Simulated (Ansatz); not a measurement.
# BaB2Rh2: properties at the relaxed cell

One table from this session's results is given with a row withheld; the runs are named, their logs left out.

Program: Ansatz 0.2.0. Level of theory: DFT r2SCAN, scalar-relativistic, plane waves, PAW. These are calculated values, not measurements.

## The starting structure

The structure is tetragonal, space group I4/mmm (No. 139). The conventional cell has a = 3.908 Å, b = 3.908 Å, c = 11.444 Å, α = 90.00°, β = 90.00°, γ = 90.00°. Around Ba (site symmetry 4/mmm) lie 8 Rh at 3.46 Å and 10 B at 3.47 to 3.63 Å and 4 Ba at 3.91 Å. Around B (site symmetry 4mm) lie 4 Rh at 2.10 Å. Around Rh (site symmetry -4m2) lie 4 B at 2.10 Å.

As a file:

```xyz
5
Lattice="-1.9541 1.9541 5.7222 1.9541 -1.9541 5.7222 1.9541 1.9541 -5.7222" Properties=species:S:1:pos:R:3 pbc="T T T"
Ba    0.0000    0.0000    0.0000
B     0.0000    0.0000    3.6316
B     0.0000    0.0000    7.8129
Rh    0.0000    1.9541    2.8611
Rh    1.9541    0.0000    2.8611
```

It is the result of an earlier relaxation at this level (volume 17.48 Å³/atom; gap on the mesh: none (metal)).

Set-up of the first run:

Contents of input.yaml:

```yaml
crystal:
  lattice:
    - [-1.9343128838, 1.9343128838, 5.6644363154]
    - [1.9343128838, -1.9343128838, 5.6644363154]
    - [1.9343128838, 1.9343128838, -5.6644363154]
  atoms:
    - { symbol: Ba, position: [0.0, 0.0, 0.0] }
    - { symbol: B, position: [0.3173224128, 0.3173224128, 0.0] }
    - { symbol: B, position: [0.6826775872, 0.6826775872, 0.0] }
    - { symbol: Rh, position: [0.75, 0.25, 0.5] }
    - { symbol: Rh, position: [0.25, 0.75, 0.5] }
basis:
  ecutwfc: 500
kpoints:
  mp_grid: { grid: [12, 12, 12] }
hamiltonian:
  xc: r2scan
scf:
  occupations: { method: gaussian, width: 0.1 }
output:
  forces: true
  stress: true
  eigenvalues: true
  write_density: true
  write_potential: true
  elf: true
  volumetric_format: npy
relax:
  adjacent_minimum: "off"
  f_tol: 0.01
  max_steps: 30
  cell: { stress_tol: 0.1, fix: [volume] }
```

The run is started by

```
> ansatz run input.yaml --threads 1 --pin off --max-ram 2560MiB --backend cpu --events-out ev --progress --plain --runs-dir out
```

Steps of the session up to this table: Point at V/V0 = 0.97; Volume × 1.03; Volume × 0.94; Volume × 1.06; Volume × 0.91; Point at V/V0 = 1.10; The cell scaled to 0.88 of its volume.

One of the session's tables, all rows but one given; the rest of the session is left out.

It belongs to the step «Energy against volume». 

| volume (Å³/atom) | energy above the lowest point (meV/atom) | pressure (GPa) |
| --- | --- | --- |
| 15.382 | 88.3 | 15.00 |
| 15.906 | 47.0 | 10.38 |
| 16.431 | 19.7 | 6.39 |
| 16.955 | ? | ? |
| 17.479 | 0.0 | 0.00 |
| 18.004 | 4.2 | -2.50 |
| 18.528 | 16.0 | -4.63 |
| 19.227 | 41.6 | -6.98 |

Q: Estimate the row for volume (Å³/atom) = 16.955 from the others.

Worked estimate for «energy above the lowest point (meV/atom)». A straight line through the neighbours (16.431, 19.7) and (17.479, 0.0) gives 19.7 + (0.0 − 19.7) × (16.955 − 16.431) / (17.479 − 16.431) = 9.9; a parabola fitted to 4 rows on both sides gives 4.6.

**Answer.** energy above the lowest point (meV/atom): 4.6; pressure (GPa): 2.95. In «energy above the lowest point (meV/atom)» the line misses by +5.3 and the parabola by 0.0.
